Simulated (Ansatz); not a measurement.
# Ir2Pd: the cost of one run

Computed with Ansatz 0.2.0 (DFT PBE, scalar-relativistic, plane waves, PAW, unless a step's input says otherwise).

## (1) The system as given

Symmetry: Fm-3m, No. 225, cubic system. The conventional cell has a = 5.509 Å, b = 5.509 Å, c = 5.509 Å, α = 90.00°, β = 90.00°, γ = 90.00°. Around Pd (site symmetry m-3m) lie 8 Ir at 2.39 Å. Ir (site symmetry -43m) has 4 Pd at 2.39 Å as nearest neighbours.

Coordinates:

```
Pd Ir
1.0
     0.00000    2.75473    2.75473
     2.75473    0.00000    2.75473
     2.75473    2.75473    0.00000
Pd Ir
1 2
Direct
  0.00000 0.00000 0.00000
  0.25000 0.25000 0.25000
  0.75000 0.75000 0.75000
```

A structure generator made this guess: species swapped into a database cell of Si2Ni (Fm-3m, No. 225), with Ir on the Si sites and Pd on the Ni sites. Its size is a rough estimate.

## (2) A first look at the guess

Input file input.yaml:

```yaml
crystal:
  lattice:
    - [0.0, 2.75473063, 2.75473063]
    - [2.75473063, 0.0, 2.75473063]
    - [2.75473063, 2.75473063, 0.0]
  atoms:
    - { symbol: Pd, position: [0.0, 0.0, 0.0] }
    - { symbol: Ir, position: [0.25, 0.25, 0.25] }
    - { symbol: Ir, position: [0.75, 0.75, 0.75] }
basis:
  ecutwfc: 420
kpoints:
  mp_grid: { grid: [6, 6, 6] }
hamiltonian:
  xc: pbe
scf:
  occupations: { method: gaussian, width: 0.1 }
  lower_state_search: "off"
output:
  forces: true
  stress: true
  eigenvalues: true
```

Launch:

```sh
$ ansatz run input.yaml --threads 1 --pin off --max-ram 2048MiB --backend cpu --events-out ev --progress --plain --runs-dir out
```

**Question.** How long does this run take on 1 thread of Arm Neoverse V1, shared host, and how much memory does it need?

About 1.3 s, with a peak of 0.29 GiB.
